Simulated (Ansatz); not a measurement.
Working through a scan of ordered alloys across composition of Tc-Ta mixtures

Program: the Ansatz DFT code, driven from Python.

Typed at the interpreter:
```pycon
>>> from collections import Counter
>>> import warnings
>>> import ansatz as az
>>> import numpy as np
>>> def fcc(A, a):
...     return (
...         az.Lattice.fcc(a)
...         .space_group(225)
...         .atom(A, [0, 0, 0])
...         .primitive()
...     )
...
>>> A_FIRST, A_LAST = 3.85, 4.16
>>> def ground_state(name, crystal):
...     calc = (
...         crystal.calculation()
...         .functional("pbesol")
...         .pseudopotentials("nc")
...         .scf(tolerance=1e-07, self_checks="high")
...         .kpoints(spacing=0.39)
...         .occupations("fermi_dirac", width=0.05)
...         .band_table()
...     )
...     calc = calc.relax(force_tolerance=0.03, fix_cell=["shape"])
...     return calc.run(threads=1, backend="cpu")
...
>>> def volume_per_atom(outcome):
...     return abs(np.linalg.det(outcome.lattice.cell_ang)) / len(outcome.lattice.sites)
...
>>> def counts(outcome):
...     return Counter(site.symbol for site in outcome.lattice.sites)
...
>>> warnings.simplefilter("ignore", az.DeckWarning)
>>> phases = {}
>>> for k in range(4 + 1):
...     a = A_FIRST + (A_LAST - A_FIRST) * k / 4
...     cell = fcc("Tc", a).conventional().resolved()
...     sites = [site.position for site in cell.sites if site.symbol == "Tc"]
...     for position in sites[:k]:
...         cell = cell.substitution("Ta", at=position, replaces="Tc")
...     phases[f"Tc{4 - k}Ta{k}"] = cell.resolved()
...
>>> done = {}
>>> for name, crystal in phases.items():
...     done[name] = ground_state(name, crystal)
...     print(f"{name}: {done[name].report['energy_sigma0_ev']:.4f} eV, {len(done[name].lattice.sites)} atoms")
...
Tc4Ta0: -9231.8536 eV, 4 atoms
Tc3Ta1: -8694.8863 eV, 4 atoms
Tc2Ta2: -8157.6471 eV, 4 atoms
Tc1Ta3: -7620.1310 eV, 4 atoms
Tc0Ta4: -7082.5358 eV, 4 atoms
>>> # mixing quantities against the straight line between the end members, both on this lattice
>>> x = {name: counts(o)["Ta"] / (counts(o)["Tc"] + counts(o)["Ta"]) for name, o in done.items()}
>>> first, last = min(x, key=x.get), max(x, key=x.get)
>>> energy = {name: o.report["energy_sigma0_ev"] / len(o.lattice.sites) for name, o in done.items()}
>>> volume = {name: volume_per_atom(o) for name, o in done.items()}
>>> rows = []
>>> for name in sorted(done, key=x.get):
...     line = lambda table: (1 - x[name]) * table[first] + x[name] * table[last]
...     rows.append((name, x[name], 1000 * (energy[name] - line(energy)), volume[name], 100 * (volume[name] / line(volume) - 1)))
...
>>> print("| cell | x(Ta) | E_mix (meV/atom) | V (A^3/atom) | excess V (%) |")
| cell | x(Ta) | E_mix (meV/atom) | V (A^3/atom) | excess V (%) |
>>> print("| --- | --- | --- | --- | --- |")
| --- | --- | --- | --- | --- |
>>> for row in rows:
...     print(f"| {row[0]} | {row[1]:.3f} | {row[2]:+.1f} | {row[3]:.3f} | {row[4]:+.2f} |")
...
| Tc4Ta0 | 0.000 | +0.0 | 14.116 | +0.00 |
| Tc3Ta1 | 0.250 | -90.5 | 14.953 | -1.49 |
| Tc2Ta2 | 0.500 | -113.1 | 15.908 | -2.05 |
| Tc1Ta3 | 0.750 | -66.4 | 17.176 | -0.74 |
| Tc0Ta4 | 1.000 | +0.0 | 18.368 | +0.00 |
>>> # a fit of these few cells to Omega x(1 - x); small periodic cells, not a random solution
>>> shape = np.array([row[1] * (1 - row[1]) for row in rows])
>>> print("Omega =", round(float(shape @ [row[2] for row in rows] / (shape @ shape)), 1), "meV/atom")
Omega = -434.5 meV/atom
```

Mixing energies: -66 meV an atom at x(Tc) = 0.25 (volume -0.7 % off the straight line), -113 meV an atom at x(Tc) = 0.50 (volume -2.1 % off the straight line) and -91 meV an atom at x(Tc) = 0.75 (volume -1.5 % off the straight line). All are negative, so these cells are favoured over the separated end members on this lattice.

The settings weren't tested for convergence. For the metals among these phases the mesh is modest: differences between phases can be off by up to 40 meV an atom. The program warned that this SCF threshold is loose for forces or stresses. Atoms and volume are relaxed with the cell's shape held, which in cells of lower than cubic symmetry can hide stresses and shift volumes. Spin-orbit coupling, which matters for elements this heavy, is left out. These are small ordered cells, with both end members on the same lattice, which need not be their own; they aren't random solutions. Differences under about 40 meV an atom lie within the error of mesh and functional. The cells are prototypes set up for this calculation and needn't exist. The script silences the warnings on its input, which a real study should read. The whole script took 96 s on 1 thread of Arm Neoverse V2, with other jobs on the host, peak memory 0.53 GiB.

(Lines on the test bed's own set-up are left out of the output.)
